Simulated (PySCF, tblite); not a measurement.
# C₃H₉BF₂Si: geometry, infrared bands and NMR shifts

Aim: predict the infrared bands and NMR shifts of C₃H₉BF₂Si (`C[C@@H](BF)[C@H](F)[SiH3]`).

Computed with tblite 0.8.0 and PySCF 2.14.0, with density-fitted response routines of our own, on a single molecule in the gas phase. Atoms count from 0, in the outputs and in this text.

## (1) The molecule as given

16 atoms, charge 0, multiplicity 1; geometry from: force field or distance geometry start.

Bonds of the start (Å): C0–C1 1.52, C1–B2 1.60, B2–F3 1.43, C1–C4 1.53, C4–F5 1.40, C4–Si6 1.88, C0–H7 1.12, C0–H8 1.11, C0–H9 1.12, C1–H10 1.12, B2–H11 1.19, C4–H12 1.11, Si6–H13 1.47, Si6–H14 1.47, Si6–H15 1.46.

## (2) Optimising the geometry with GFN2-xTB

Job settings and geometry (Å):

```
{"job": {"kind": "relax", "xc": "GFN2-xTB", "basis": "xTB"}, "charge": 0, "multiplicity": 1}
C     -1.409500     1.264100     0.736300
C     -0.452900     0.110100     0.483800
B     -1.260000    -1.191800     0.016100
F     -1.245600    -2.389400     0.794800
C      0.644100     0.512900    -0.509900
F      0.106700     0.680400    -1.787400
Si     2.060700    -0.720500    -0.602200
H     -0.860400     2.154300     1.130100
H     -1.930100     1.554200    -0.202300
H     -2.185100     0.982600     1.499200
H      0.032500    -0.139300     1.463500
H     -1.889100    -1.163700    -0.993500
H      1.090000     1.481200    -0.190500
H      1.563600    -2.022100    -1.078400
H      2.642200    -0.876900     0.742500
H      3.085200    -0.227200    -1.513500
```

The run is started by

```console
$ OMP_NUM_THREADS=1 python probes_run.py task.json out
```

One launch serves the whole session: the jobs run in the order shown.

**Question.** This job is followed by: GFN2-xTB harmonic vibrations, gas phase; GIAO PBE0/pcSseg-1 NMR shielding, non-relativistic, gas phase. Predict these results of the whole session: strongest single infrared mode (GFN2-xTB); zero-point energy (GFN2-xTB); ¹³C shifts against TMS (PBE0/pcSseg-1); ¹H shifts against TMS (PBE0/pcSseg-1, means over atoms taken as alike); ¹¹B shifts against BF3·OEt2 (PBE0/pcSseg-1); ¹⁹F shifts against CFCl3 (PBE0/pcSseg-1); ²⁹Si shifts against TMS (PBE0/pcSseg-1).

The runs gave:

| quantity | value |
| --- | --- |
| strongest single infrared mode (GFN2-xTB) | 2281 cm⁻¹, 332 km/mol |
| zero-point energy (GFN2-xTB) | 70.9 kcal/mol |
| ¹³C shifts against TMS (PBE0/pcSseg-1) | 97.0, 37.5, 17.4 ppm |
| ¹H shifts against TMS (PBE0/pcSseg-1, means over atoms taken as alike) | 5.62, 5.08, 4.00, 1.54, 1.00 ppm |
| ¹¹B shifts against BF3·OEt2 (PBE0/pcSseg-1) | 59.9 ppm |
| ¹⁹F shifts against CFCl3 (PBE0/pcSseg-1) | 8.8, -249.6 ppm |
| ²⁹Si shifts against TMS (PBE0/pcSseg-1) | -70.2 ppm |

What this shows: Relaxing lowered the energy by 0.382 eV in 114 steps; the close pair that moved most is B2–F3, from 1.429 to 1.316 Å. No mode is imaginary among the 42: a minimum at this level. The strongest single mode, at 2281 cm⁻¹, moves mainly H15. GFN2-xTB is a fitted tight-binding method: band positions and strengths are rough. Its intensities can rank the bands wrongly. At PBE0/pcSseg-1: The largest span, 497 ppm, is at F3, where the paramagnetic term is -307 ppm.
